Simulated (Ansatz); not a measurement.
# CH5GeNS2: the cost of one run

Method: RKS PBE/def2-SVP, in Ansatz 0.2.0.

## 1. Starting point

Bond lengths: N1–C2 1.408 Å, C2–S3 1.849 Å, S3–Ge4 2.283 Å, C2–S5 1.841 Å, Ge4–S5 2.203 Å, N1–H6 1.104 Å, N1–H7 1.058 Å, C2–H8 1.066 Å, Ge4–H9 1.486 Å, Ge4–H10 1.555 Å. Angles (14 of 17 angles, heavy atoms first): N1–C2–S3 109.7°, N1–C2–S5 108.4°, S3–C2–S5 107.8°, C2–S3–Ge4 83.2°, S3–Ge4–S5 83.3°, C2–S5–Ge4 85.7°, N1–C2–H8 112.2°, S3–C2–H8 109.3°, S5–C2–H8 109.4°, C2–N1–H6 108.8°, C2–N1–H7 110.6°, S3–Ge4–H9 112.9°, S3–Ge4–H10 109.4°, S5–Ge4–H9 111.9°.

As a file:

```xyz
10

N    -0.9510    1.4801    0.2713
C    -0.7558    0.0859    0.2466
S    -0.3284   -0.4537   -1.4700
Ge    1.6400   -1.0738   -0.4928
S     0.6717   -0.3198    1.3363
H    -1.8270    1.7286   -0.3531
H    -1.2569    1.7952    1.2335
H    -1.6167   -0.4474    0.5791
H     2.7840   -0.2211   -0.9072
H     1.7233   -2.6252   -0.4407
```

## 2. Relaxing end A

File input.yaml:

```yaml
crystal:
  periodic: [false, false, false]
  atoms:
    - { symbol: "N", position_ang: [-0.951, 1.4801, 0.2713] }
    - { symbol: C, position_ang: [-0.7558, 0.0859, 0.2466] }
    - { symbol: S, position_ang: [-0.3284, -0.4537, -1.47] }
    - { symbol: Ge, position_ang: [1.64, -1.0738, -0.4928] }
    - { symbol: S, position_ang: [0.6717, -0.3198, 1.3363] }
    - { symbol: H, position_ang: [-1.827, 1.7286, -0.3531] }
    - { symbol: H, position_ang: [-1.2569, 1.7952, 1.2335] }
    - { symbol: H, position_ang: [-1.6167, -0.4474, 0.5791] }
    - { symbol: H, position_ang: [2.784, -0.2211, -0.9072] }
    - { symbol: H, position_ang: [1.7233, -2.6252, -0.4407] }
basis:
  gaussian: { orbitals: def2-SVP }
hamiltonian:
  xc: pbe
relax:
  f_tol: 0.015
  max_steps: 40
```

The run is started by

```bash
$ ansatz run input.yaml --threads 2 --pin off --max-ram 3072MiB --backend cpu --events-out ev --progress --plain --runs-dir out
```

**Question.** How long does this run take on 2 threads of AMD EPYC 9R45 (Zen 5), shared host, and how much memory does it need?

About 12 s, with a peak of 0.19 GiB.
